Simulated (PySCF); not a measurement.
# Fe2H6O6 (Fe2(OH)6): the cost of one run

Computed with PySCF 2.14.0 and routines of our own; the level stands in each step. Atoms count from 0.

## (1) The starting structure

14 atoms, charge 0, high-spin multiplicity 11; geometry from: GFN2-xTB.

The system (coupled pair): Fe2(OH)6. The spin sites are atom 0 (5 unpaired) and atom 4 (5 unpaired).

## (2) Magnetic exchange: PBE0/def2-SVP H:def2-SV(P)

Job settings and geometry (Å):

```
{"job": {"kind": "bs", "xc": "PBE0", "basis": {"default": "def2-SVP", "H": "def2-SV(P)"}, "grid": 1, "rks": false}, "charge": 0, "high_spin_multiplicity": 11, "spin_sites": [[[0], 5], [[4], 5]]}
Fe    -0.606380     0.473650     1.307250
O     -0.508750     2.265860     1.915720
O     -1.559460    -0.631450     2.540000
O     -1.361280     0.240910    -0.726020
Fe     0.649960    -0.353250    -1.326560
O      1.556100     0.908630    -2.410870
O      0.663100    -2.092040    -2.119120
O      1.309600    -0.410270     0.752360
H     -0.485550     3.155200     2.258350
H     -2.050880    -0.846420     3.329120
H     -2.134670    -0.284430    -0.930250
H      2.015870     1.528400    -2.971020
H      0.867310    -2.747720    -2.781680
H      1.645040    -1.207070     1.162720
```

Method: PBE0/def2-SVP H:def2-SV(P) high-spin and broken-symmetry single points, gas phase.

On the command line:

```console
OMP_NUM_THREADS=1 python exch_run.py task.json out
```

This one command runs all jobs of the session in turn.

**Question.** How long does this first job take on 1 thread of Intel Xeon Platinum 8375C at 2.90GHz, shared host, and how much memory does it need?

About 70 s, with a peak of 0.63 GiB.
